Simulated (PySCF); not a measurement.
# CH₇BBrN: NMR shieldings, spin-spin couplings, relativistic core levels, part 1 of 2

Aim: compute the NMR shieldings, spin-spin couplings, relativistic core levels of CH₇BBrN (`C[B@H-]([NH3+])Br`).

Programs: PySCF 2.14.0, with routines of our own; each step states its level. All values are computed. Atoms count from 0.

### Step 1. The system as given

11 atoms, charge 0, multiplicity 1; geometry from: GFN2-xTB.

### Step 2. Geometry optimisation at PBE0-D3(BJ)/def2-SVP

Job settings and geometry (Å):

```
{"job": {"xc": "PBE0", "basis": "def2-SVP", "d3": "d3bj", "grid": 1, "maxiter": 30, "shake": 0.01, "kind": "geom"}, "charge": 0, "multiplicity": 1}
C     -1.328250    -0.069710    -0.107050
B      0.130330     0.452320    -0.482220
N      1.169030    -0.506450     0.349650
Br     0.588610     2.270140     0.272830
H     -2.107980     0.573800    -0.593160
H     -1.551670    -0.010480     0.958700
H     -1.523070    -1.065930    -0.450940
H      0.459810     0.400760    -1.629460
H      0.967250    -0.414550     1.369570
H      2.139540    -0.177940     0.219610
H      1.094510    -1.477780     0.076800
```

Command:

```console
$ OMP_NUM_THREADS=1 python heavy_run.py task.json out
```

This one command runs all jobs of the session in turn.

The program printed:

```text
step   0  E = -2695.30278733  max force = 0.032722
step   1  E = -2695.30444088  max force = 0.006241
step   2  E = -2695.30498876  max force = 0.002323
step   3  E = -2695.30520768  max force = 0.001565
step   4  E = -2695.30523535  max force = 0.000614
step   5  E = -2695.30525861  max force = 0.000936
step   6  E = -2695.30527872  max force = 0.001490
step   7  E = -2695.30528987  max force = 0.001079
step   8  E = -2695.30529311  max force = 0.000342
optimisation converged
```

It took 38 s on 1 thread of Arm Neoverse V1, shared host; peak memory 0.46 GiB.

Step by step:

| step | energy from step 0 (eV) | largest force component (eV/Å) |
| --- | --- | --- |
| 0 | 0.0000 | 1.6826 |
| 1 | -0.0450 | 0.3209 |
| 2 | -0.0599 | 0.1195 |
| 3 | -0.0659 | 0.0805 |
| 4 | -0.0666 | 0.0316 |
| 5 | -0.0672 | 0.0481 |
| 6 | -0.0678 | 0.0766 |
| 7 | -0.0681 | 0.0555 |
| 8 | -0.0682 | 0.0176 |

Distances of close pairs at the start and the end, largest changes first:

| bond | before (Å) | after (Å) | change (Å) |
| --- | --- | --- | --- |
| C0–H6 | 1.072 | 1.106 | +0.034 |
| B1–H7 | 1.195 | 1.219 | +0.024 |
| B1–Br3 | 2.021 | 2.042 | +0.021 |
| C0–H4 | 1.122 | 1.101 | -0.021 |
| N2–H8 | 1.044 | 1.023 | -0.020 |
| B1–N2 | 1.640 | 1.626 | -0.014 |
| C0–H5 | 1.091 | 1.104 | +0.014 |
| N2–H9 | 1.033 | 1.021 | -0.011 |

The next job starts from the end point, and lists it.

```
                         at the end point                value
  point group (found at 0.08 Å tolerance)                   C1
rotational constants (GHz, main isotopes)  7.145, 2.660, 2.088
                        dipole moment (D)                 6.18
```

### Step 3. NMR shieldings: PBE0/pcJ-1 Br:dyall-v2z, spin–orbit

Job settings and geometry (Å):

```
{"job": {"kind": "hnmr", "xc": "PBE0", "basis": {"default": "pcJ-1", "Br": "dyall-v2z"}, "rel": "so"}, "charge": 0, "multiplicity": 1}
C     -1.353499    -0.039104     0.093092
B      0.063392     0.410264    -0.486568
N      1.226844    -0.493791     0.201207
Br     0.602421     2.291874     0.096419
H     -2.149941     0.593845    -0.326952
H     -1.423656     0.053197     1.191257
H     -1.604441    -1.081174    -0.178871
H      0.223422     0.293125    -1.688856
H      1.192880    -0.393350     1.219067
H      2.147171    -0.175115    -0.106789
H      1.121472    -1.483324    -0.034416
```

With the program's defaults for keys left out, this is: PBE0/pcJ-1 Br:dyall-v2z GIAO NMR shielding, X2C with spin-orbit coupling, screened-nuclear two-electron part, Gaussian nuclei, gas phase.

The program printed:

```text
spin-free SCF
coarse grid: 40120 points
cycle   1  E = -2727.8622175680  dE =  3.883e-02  |g| = 4.475e-01  |ddm| = 2.340e+00
cycle   2  E = -2727.8719778411  dE = -9.760e-03  |g| = 3.996e-01  |ddm| = 9.273e-01
cycle   3  E = -2727.9124227276  dE = -4.044e-02  |g| = 7.495e-02  |ddm| = 4.133e-01
cycle   4  E = -2727.9133785035  dE = -9.558e-04  |g| = 1.718e-02  |ddm| = 8.880e-02
cycle   5  E = -2727.9134471129  dE = -6.861e-05  |g| = 1.083e-02  |ddm| = 3.645e-02
cycle   6  E = -2727.9134628604  dE = -1.575e-05  |g| = 6.033e-04  |ddm| = 9.292e-03
cycle   7  E = -2727.9134629277  dE = -6.729e-08  |g| = 3.176e-04  |ddm| = 8.619e-04
final grid: 84088 points
cycle   8  E = -2727.9136217057  dE = -7.362e-08  |g| = 6.756e-04  |ddm| = 1.217e-03
cycle   9  E = -2727.9136216804  dE =  2.528e-08  |g| = 5.376e-04  |ddm| = 6.102e-04
cycle  10  E = -2727.9136217325  dE = -5.210e-08  |g| = 1.845e-04  |ddm| = 4.815e-04
cycle  11  E = -2727.9136217393  dE = -6.790e-09  |g| = 2.142e-05  |ddm| = 1.290e-04
converged SCF energy = -2727.9136217393
two-component SCF
cycle   1  E = -2727.8468023228  dE = -2.728e+03  |FDS-SDF| = 2.194e+01
cycle   2  E = -2727.9914643862  dE = -1.447e-01  |FDS-SDF| = 9.640e-02
cycle   3  E = -2727.9915674581  dE = -1.031e-04  |FDS-SDF| = 3.442e-03
cycle   4  E = -2727.9915705185  dE = -3.060e-06  |FDS-SDF| = 1.694e-03
cycle   5  E = -2727.9915707903  dE = -2.719e-07  |FDS-SDF| = 5.669e-04
cycle   6  E = -2727.9915708775  dE = -8.723e-08  |FDS-SDF| = 8.181e-05
cycle   7  E = -2727.9915708808  dE = -3.246e-09  |FDS-SDF| = 5.071e-05
converged, E = -2727.9915708808

Field gradients (au) and densities at the nuclei (bohr^-3)
atom        Vxx        Vyy        Vzz        centre      nuclear mean
  0 C      0.0521     0.0850    -0.1370        125.728        125.726
  1 B      0.0403     0.2165    -0.2568         70.733         70.732
  2 N      0.1918     0.2333    -0.4252        204.303        204.298
  3 Br    -1.9013    -2.4645     4.3658      40816.590      40756.839
  4 H     -0.1432    -0.1476     0.2909          0.467          0.467
  5 H     -0.1407    -0.1457     0.2865          0.470          0.470
  6 H     -0.1409    -0.1451     0.2860          0.469          0.469
  7 H     -0.0882    -0.1011     0.1894          0.460          0.460
  8 H     -0.1628    -0.1817     0.3445          0.461          0.461
  9 H     -0.1642    -0.1843     0.3484          0.462          0.462
 10 H     -0.1654    -0.1849     0.3503          0.464          0.464
without picture change
  3 Br                           4.5112                     66239.388

Core orbital energies (eV)
atom   shell        mean    spread
  3 Br 1s       -13363.010   0.000
  3 Br 2s        -1752.349   0.000
  3 Br 3s         -245.362   0.000
  3 Br 4s          -20.747   0.000
  3 Br 2p1/2     -1575.969   0.000
  3 Br 2p3/2     -1528.619   0.037
  3 Br 3p1/2      -183.655   0.000
  3 Br 3p3/2      -176.718   0.131
  3 Br 3d3/2       -69.726   0.149
  3 Br 3d5/2       -68.645   0.197

Shielding tensors (ppm)
atom      isotropic    diamagn.    paramagn.     s11        s22        s33       span
  0 C       176.47      248.83      -72.36     169.63     170.14     189.62      19.99
  1 B       110.94      182.69      -71.75      98.35     114.98     119.48      21.12
  2 N       204.78      316.37     -111.59     187.63     200.77     225.96      38.33
  3 Br     2936.56     2989.00      -52.44    2684.26    2949.63    3175.78     491.52
  4 H        30.66       29.37        1.29      26.10      28.94      36.94      10.83
  5 H        31.46       30.36        1.09      27.75      30.35      36.26       8.51
  6 H        31.26       30.31        0.96      26.88      28.08      38.83      11.95
  7 H        27.62       28.58       -0.96      24.94      26.29      31.64       6.71
  8 H        28.88       29.60       -0.73      24.45      26.75      35.43      10.98
  9 H        28.36       28.72       -0.36      21.93      26.36      36.79      14.85
 10 H        28.51       29.27       -0.76      21.88      24.00      39.66      17.79
```

Run time: 1.7 min. Hardware: 1 thread of Arm Neoverse V1, shared host; peak memory 1.3 GiB.

In short:

```
                       quantity       value
energy from spin-orbit coupling  -0.0779 Eh
```

Orbitals, density, ELF and potential are computed afterwards from the orbital file.

Frontier orbitals at PBE0/dyall-v2z+pcJ-1, with the share of their density that lies nearest to each atom:

```
orbital  energy (eV)                                    lies on
   HOMO        -6.71                           Br3 80 %; H7 8 %
   LUMO         0.11  H10 32 %; H8, H9 about 22 % each; N2 10 %
```

ELF in a plane through or near 7 of the atoms.

Ten even steps from ' ' (0.00) to '@' (1.00):
```
                                                        
                                                        
                  ..--==++++==--::                      
                ::==**########**++::                    
              ..++##%%%%%%%%%%##**==..                  
              ::**##%%%%##**####**--                    
                ::==******####++::        ..            
                    ..==**####--..  ..==%%@@**..        
          ==%%%%++::..--::::..++##++##@@@@@@@@##        
        ::%%@@@@@@%%##%%**::::@@@@**%%@@@@@@@@##        
        ..**@@@@@@**::%%%%--++%%**--::**####++::        
          ..==++**######**....++##%%%%##==::..          
              ::%%@@@@@@**    ++%%@@@@@@##::            
              ::%%@@@@@@++    ==%%@@@@@@##::            
                ::++**--      ..--****++..              
                                                        
                                                        
                                                        
                                                        
                                                        
```
The map spans 9.6 Å across and 9.7 Å up, centred on the molecule. Atoms in the plane (x, y in Å): C0 (1.3, -0.2), B1 (0.0, 0.5), N2 (-1.3, -0.4), H4 (2.2, 0.4), H6 (1.5, -1.2), H9 (-2.1, 0.1), H10 (-1.3, -1.3).

log10 of the density (e/Å³) in the same plane.

Values, 10 rows by 14 columns:
```
-4.0 -4.0 -4.0 -4.0 -4.0 -3.6 -3.2 -3.2 -3.8 -4.0 -4.0 -4.0 -4.0 -4.0
-4.0 -4.0 -4.0 -3.5 -2.4 -1.8 -1.4 -1.5 -2.0 -2.9 -4.0 -4.0 -4.0 -4.0
-4.0 -4.0 -4.0 -2.5 -1.5 -0.8 -0.2 -0.4 -1.1 -2.0 -3.2 -4.0 -4.0 -4.0
-4.0 -4.0 -3.6 -2.4 -1.4 -0.8 -0.2 -0.2 -1.0 -1.7 -2.1 -2.6 -3.6 -4.0
-4.0 -3.9 -2.5 -1.2 -0.7 -0.7 -0.3  0.6 -0.3 -0.3 -0.2 -1.3 -2.6 -3.9
-4.0 -3.7 -2.1 -0.7  0.2  1.1  0.1 -0.3  0.2  0.4 -0.4 -1.4 -2.6 -3.9
-4.0 -4.0 -2.9 -1.7 -0.5  0.2 -0.7 -1.4 -0.5  0.0 -1.0 -2.1 -3.2 -4.0
-4.0 -4.0 -4.0 -3.0 -2.1 -1.8 -2.1 -2.5 -1.9 -1.8 -2.2 -3.0 -4.0 -4.0
-4.0 -4.0 -4.0 -4.0 -4.0 -4.0 -4.0 -4.0 -3.7 -3.6 -3.9 -4.0 -4.0 -4.0
-4.0 -4.0 -4.0 -4.0 -4.0 -4.0 -4.0 -4.0 -4.0 -4.0 -4.0 -4.0 -4.0 -4.0
```
The map spans 9.6 Å across and 9.7 Å up, centred on the molecule. Atoms in the plane (x, y in Å): C0 (1.3, -0.2), B1 (0.0, 0.5), N2 (-1.3, -0.4), H4 (2.2, 0.4), H6 (1.5, -1.2), H9 (-2.1, 0.1), H10 (-1.3, -1.3).

On the surface of density 0.002 e/bohr³ the electrostatic potential runs, from the 1st to the 99th percentile, from -1.42 V near Br3 to 2.91 V near H10.

### Step 4. Spin-spin couplings: PBE0/pcJ-1 Br:dyall-v2z, spin–orbit

The job, as its differences from that of step 3:

```diff
@@ -1,2 +1,2 @@
-{"job": {"kind": "hnmr", "xc": "PBE0", "basis": {"default": "pcJ-1", "Br": "dyall-v2z"}, "rel": "so"}, "charge": 0, "multiplicity": 1}
+{"job": {"kind": "hj", "xc": "PBE0", "basis": {"default": "pcJ-1", "Br": "dyall-v2z"}, "rel": "so", "atoms": [3]}, "charge": 0, "multiplicity": 1}
 C     -1.353499    -0.039104     0.093092
```

Method: PBE0/pcJ-1 Br:dyall-v2z indirect spin-spin coupling, X2C with spin-orbit coupling, screened-nuclear two-electron part, Gaussian nuclei, gas phase.

The program printed:

```text
spin-free SCF
coarse grid: 40120 points
cycle   1  E = -2727.8622175680  dE =  3.883e-02  |g| = 4.475e-01  |ddm| = 2.340e+00
cycle   2  E = -2727.8719778411  dE = -9.760e-03  |g| = 3.996e-01  |ddm| = 9.273e-01
cycle   3  E = -2727.9124227276  dE = -4.044e-02  |g| = 7.495e-02  |ddm| = 4.133e-01
cycle   4  E = -2727.9133785035  dE = -9.558e-04  |g| = 1.718e-02  |ddm| = 8.880e-02
cycle   5  E = -2727.9134471129  dE = -6.861e-05  |g| = 1.083e-02  |ddm| = 3.645e-02
cycle   6  E = -2727.9134628604  dE = -1.575e-05  |g| = 6.033e-04  |ddm| = 9.292e-03
cycle   7  E = -2727.9134629277  dE = -6.729e-08  |g| = 3.176e-04  |ddm| = 8.619e-04
final grid: 84088 points
cycle   8  E = -2727.9136217057  dE = -7.362e-08  |g| = 6.756e-04  |ddm| = 1.217e-03
cycle   9  E = -2727.9136216804  dE =  2.528e-08  |g| = 5.376e-04  |ddm| = 6.102e-04
cycle  10  E = -2727.9136217325  dE = -5.210e-08  |g| = 1.845e-04  |ddm| = 4.815e-04
cycle  11  E = -2727.9136217393  dE = -6.790e-09  |g| = 2.142e-05  |ddm| = 1.290e-04
converged SCF energy = -2727.9136217393
two-component SCF
cycle   1  E = -2727.8468023228  dE = -2.728e+03  |FDS-SDF| = 2.194e+01
cycle   2  E = -2727.9914643862  dE = -1.447e-01  |FDS-SDF| = 9.640e-02
cycle   3  E = -2727.9915674581  dE = -1.031e-04  |FDS-SDF| = 3.442e-03
cycle   4  E = -2727.9915705185  dE = -3.060e-06  |FDS-SDF| = 1.694e-03
cycle   5  E = -2727.9915707903  dE = -2.719e-07  |FDS-SDF| = 5.669e-04
cycle   6  E = -2727.9915708775  dE = -8.723e-08  |FDS-SDF| = 8.181e-05
cycle   7  E = -2727.9915708808  dE = -3.246e-09  |FDS-SDF| = 5.071e-05
converged, E = -2727.9915708808

Indirect spin-spin couplings
  i        j     bonds      J/Hz   K/1e19 T2/J   anisotropy/Hz
  3  79Br   0  13C    2        8.31       10.94        30.5
  3  79Br   1  11B    1      -79.87      -82.42       129.7
  3  79Br   2  15N    2       -2.32        7.58       -37.2
  3  79Br   4   1H    3        1.27        0.42        10.1
  3  79Br   5   1H    3        4.91        1.63         9.8
  3  79Br   6   1H    3       23.62        7.82        32.4
  3  79Br   7   1H    2       27.61        9.14        16.8
  3  79Br   8   1H    3        1.74        0.57         6.3
  3  79Br   9   1H    3        1.08        0.36         7.2
  3  79Br  10   1H    3       11.36        3.76        35.0
```

It took 79 s on 1 thread of Arm Neoverse V1, shared host; peak memory 1 GiB.

In short:

| quantity | value |
| --- | --- |
| energy from spin-orbit coupling | -0.0779 Eh |

### Step 5. Relativistic core levels: PBE0/pcJ-1 Br:dyall-v2z, spin–orbit

The job, as its differences from that of step 4:

```diff
@@ -1,2 +1,2 @@
-{"job": {"kind": "hj", "xc": "PBE0", "basis": {"default": "pcJ-1", "Br": "dyall-v2z"}, "rel": "so", "atoms": [3]}, "charge": 0, "multiplicity": 1}
+{"job": {"kind": "hxps", "xc": "PBE0", "basis": {"default": "pcJ-1", "Br": "dyall-v2z"}, "rel": "so", "holes": [[3, "3d"]]}, "charge": 0, "multiplicity": 1}
 C     -1.353499    -0.039104     0.093092
```

Method: PBE0/pcJ-1 Br:dyall-v2z core ionisation, delta-SCF with one localised hole, X2C with spin-orbit coupling, screened-nuclear two-electron part, Gaussian nuclei, gas phase.

The program printed:

```text
spin-free SCF
coarse grid: 40120 points
cycle   1  E = -2727.8622175680  dE =  3.883e-02  |g| = 4.475e-01  |ddm| = 2.340e+00
cycle   2  E = -2727.8719778411  dE = -9.760e-03  |g| = 3.996e-01  |ddm| = 9.273e-01
cycle   3  E = -2727.9124227276  dE = -4.044e-02  |g| = 7.495e-02  |ddm| = 4.133e-01
cycle   4  E = -2727.9133785035  dE = -9.558e-04  |g| = 1.718e-02  |ddm| = 8.880e-02
cycle   5  E = -2727.9134471129  dE = -6.861e-05  |g| = 1.083e-02  |ddm| = 3.645e-02
cycle   6  E = -2727.9134628604  dE = -1.575e-05  |g| = 6.033e-04  |ddm| = 9.292e-03
cycle   7  E = -2727.9134629277  dE = -6.729e-08  |g| = 3.176e-04  |ddm| = 8.619e-04
final grid: 84088 points
cycle   8  E = -2727.9136217057  dE = -7.362e-08  |g| = 6.756e-04  |ddm| = 1.217e-03
cycle   9  E = -2727.9136216804  dE =  2.528e-08  |g| = 5.376e-04  |ddm| = 6.102e-04
cycle  10  E = -2727.9136217325  dE = -5.210e-08  |g| = 1.845e-04  |ddm| = 4.815e-04
cycle  11  E = -2727.9136217393  dE = -6.790e-09  |g| = 2.142e-05  |ddm| = 1.290e-04
converged SCF energy = -2727.9136217393
two-component SCF
cycle   1  E = -2727.8468023228  dE = -2.728e+03  |FDS-SDF| = 2.194e+01
cycle   2  E = -2727.9914643862  dE = -1.447e-01  |FDS-SDF| = 9.640e-02
cycle   3  E = -2727.9915674581  dE = -1.031e-04  |FDS-SDF| = 3.442e-03
cycle   4  E = -2727.9915705185  dE = -3.060e-06  |FDS-SDF| = 1.694e-03
cycle   5  E = -2727.9915707903  dE = -2.719e-07  |FDS-SDF| = 5.669e-04
cycle   6  E = -2727.9915708775  dE = -8.723e-08  |FDS-SDF| = 8.181e-05
cycle   7  E = -2727.9915708808  dE = -3.246e-09  |FDS-SDF| = 5.071e-05
converged, E = -2727.9915708808

Field gradients (au) and densities at the nuclei (bohr^-3)
atom        Vxx        Vyy        Vzz        centre      nuclear mean
  0 C      0.0521     0.0850    -0.1370        125.728        125.726
  1 B      0.0403     0.2165    -0.2568         70.733         70.732
  2 N      0.1918     0.2333    -0.4252        204.303        204.298
  3 Br    -1.9013    -2.4645     4.3658      40816.590      40756.839
  4 H     -0.1432    -0.1476     0.2909          0.467          0.467
  5 H     -0.1407    -0.1457     0.2865          0.470          0.470
  6 H     -0.1409    -0.1451     0.2860          0.469          0.469
  7 H     -0.0882    -0.1011     0.1894          0.460          0.460
  8 H     -0.1628    -0.1817     0.3445          0.461          0.461
  9 H     -0.1642    -0.1843     0.3484          0.462          0.462
 10 H     -0.1654    -0.1849     0.3503          0.464          0.464
without picture change
  3 Br                           4.5112                     66239.388

Core orbital energies (eV)
atom   shell        mean    spread
  3 Br 1s       -13363.010   0.000
  3 Br 2s        -1752.349   0.000
  3 Br 3s         -245.362   0.000
  3 Br 4s          -20.747   0.000
  3 Br 2p1/2     -1575.969   0.000
  3 Br 2p3/2     -1528.619   0.037
  3 Br 3p1/2      -183.655   0.000
  3 Br 3p3/2      -176.718   0.131
  3 Br 3d3/2       -69.726   0.149
  3 Br 3d5/2       -68.645   0.197

hole in 3d5/2 of atom 3
cycle   1  E = -2724.8957704422  dE = -2.725e+03  |FDS-SDF| = 2.203e+00
cycle   2  E = -2725.0356274303  dE = -1.399e-01  |FDS-SDF| = 2.163e+00
cycle   3  E = -2725.2567587690  dE = -2.211e-01  |FDS-SDF| = 1.305e-01
cycle   4  E = -2725.2589963973  dE = -2.238e-03  |FDS-SDF| = 2.366e-02
cycle   5  E = -2725.2590916959  dE = -9.530e-05  |FDS-SDF| = 1.071e-02
cycle   6  E = -2725.2591163611  dE = -2.467e-05  |FDS-SDF| = 1.214e-03
cycle   7  E = -2725.2591166544  dE = -2.934e-07  |FDS-SDF| = 4.733e-04
cycle   8  E = -2725.2591167059  dE = -5.147e-08  |FDS-SDF| = 1.130e-04
converged, E = -2725.2591167059

Core binding energies (eV)
atom   line    delta-SCF   -orbital   splitting
  3 Br 3d5/2      74.318      68.64     1.081
```

Run time: 57 s. Hardware: 1 thread of Arm Neoverse V1, shared host; peak memory 1.2 GiB.

From this job:

```
                       quantity       value
energy from spin-orbit coupling  -0.0779 Eh
```

### Step 6. NMR shieldings: PBE0/pcJ-1 Br:dyall-v2z, spin-free

The job, as its differences from that of step 5:

```diff
@@ -1,2 +1,2 @@
-{"job": {"kind": "hxps", "xc": "PBE0", "basis": {"default": "pcJ-1", "Br": "dyall-v2z"}, "rel": "so", "holes": [[3, "3d"]]}, "charge": 0, "multiplicity": 1}
+{"job": {"kind": "hnmr", "xc": "PBE0", "basis": {"default": "pcJ-1", "Br": "dyall-v2z"}, "rel": "sf"}, "charge": 0, "multiplicity": 1}
 C     -1.353499    -0.039104     0.093092
```

Method: PBE0/pcJ-1 Br:dyall-v2z GIAO NMR shielding, spin-free X2C, Gaussian nuclei, gas phase.

The program printed:

```text
spin-free SCF
coarse grid: 40120 points
cycle   1  E = -2727.8622175680  dE =  3.883e-02  |g| = 4.475e-01  |ddm| = 2.340e+00
cycle   2  E = -2727.8719778411  dE = -9.760e-03  |g| = 3.996e-01  |ddm| = 9.273e-01
cycle   3  E = -2727.9124227276  dE = -4.044e-02  |g| = 7.495e-02  |ddm| = 4.133e-01
cycle   4  E = -2727.9133785035  dE = -9.558e-04  |g| = 1.718e-02  |ddm| = 8.880e-02
cycle   5  E = -2727.9134471129  dE = -6.861e-05  |g| = 1.083e-02  |ddm| = 3.645e-02
cycle   6  E = -2727.9134628604  dE = -1.575e-05  |g| = 6.033e-04  |ddm| = 9.292e-03
cycle   7  E = -2727.9134629277  dE = -6.729e-08  |g| = 3.176e-04  |ddm| = 8.619e-04
final grid: 84088 points
cycle   8  E = -2727.9136217057  dE = -7.362e-08  |g| = 6.756e-04  |ddm| = 1.217e-03
cycle   9  E = -2727.9136216804  dE =  2.528e-08  |g| = 5.376e-04  |ddm| = 6.102e-04
cycle  10  E = -2727.9136217325  dE = -5.210e-08  |g| = 1.845e-04  |ddm| = 4.815e-04
cycle  11  E = -2727.9136217393  dE = -6.790e-09  |g| = 2.142e-05  |ddm| = 1.290e-04
converged SCF energy = -2727.9136217393
check of the scalar solution
cycle   1  E = -2727.9136217393  dE = -2.728e+03  |FDS-SDF| = 2.142e-05
cycle   2  E = -2727.9136217393  dE =  3.502e-11  |FDS-SDF| = 2.113e-05
converged, E = -2727.9136217393

Field gradients (au) and densities at the nuclei (bohr^-3)
atom        Vxx        Vyy        Vzz        centre      nuclear mean
  0 C      0.0521     0.0849    -0.1370        125.728        125.726
  1 B      0.0404     0.2166    -0.2570         70.733         70.732
  2 N      0.1918     0.2333    -0.4251        204.303        204.298
  3 Br    -1.9022    -2.4653     4.3676      40813.067      40753.315
  4 H     -0.1432    -0.1476     0.2909          0.467          0.467
  5 H     -0.1407    -0.1457     0.2865          0.470          0.470
  6 H     -0.1409    -0.1451     0.2860          0.469          0.469
  7 H     -0.0882    -0.1011     0.1894          0.460          0.460
  8 H     -0.1628    -0.1817     0.3445          0.461          0.461
  9 H     -0.1642    -0.1843     0.3485          0.462          0.462
 10 H     -0.1654    -0.1849     0.3503          0.464          0.464
without picture change
  3 Br                           4.5145                     66239.939

Core orbital energies (eV)
atom   shell        mean    spread
  3 Br 1s       -13363.185   0.000
  3 Br 2s        -1752.384   0.000
  3 Br 3s         -245.370   0.000
  3 Br 4s          -20.748   0.000
  3 Br 2p        -1544.140   0.058
  3 Br 3p         -178.991   0.206
  3 Br 3d          -69.080   0.221

Shielding tensors (ppm)
atom      isotropic    diamagn.    paramagn.     s11        s22        s33       span
  0 C       175.09      249.75      -74.66     166.01     170.90     188.35      22.34
  1 B       104.46      183.10      -78.63      90.20     106.36     116.83      26.63
  2 N       199.85      317.87     -118.02     180.67     196.49     222.39      41.72
  3 Br     2651.93     3138.93     -487.00    2373.71    2652.97    2929.10     555.39
  4 H        30.65       29.37        1.29      26.15      28.92      36.89      10.74
  5 H        31.55       30.35        1.19      28.03      30.37      36.24       8.21
  6 H        31.44       30.29        1.15      27.21      28.26      38.86      11.65
  7 H        27.77       28.56       -0.79      25.03      26.63      31.65       6.63
  8 H        28.85       29.60       -0.75      24.44      26.72      35.40      10.96
  9 H        28.33       28.72       -0.39      21.88      26.34      36.76      14.88
 10 H        28.67       29.27       -0.60      22.22      24.08      39.70      17.48
```

Run time: 34 s. Hardware: 1 thread of Arm Neoverse V1, shared host; peak memory 1.2 GiB.

(Continued in part 2 of 2.)
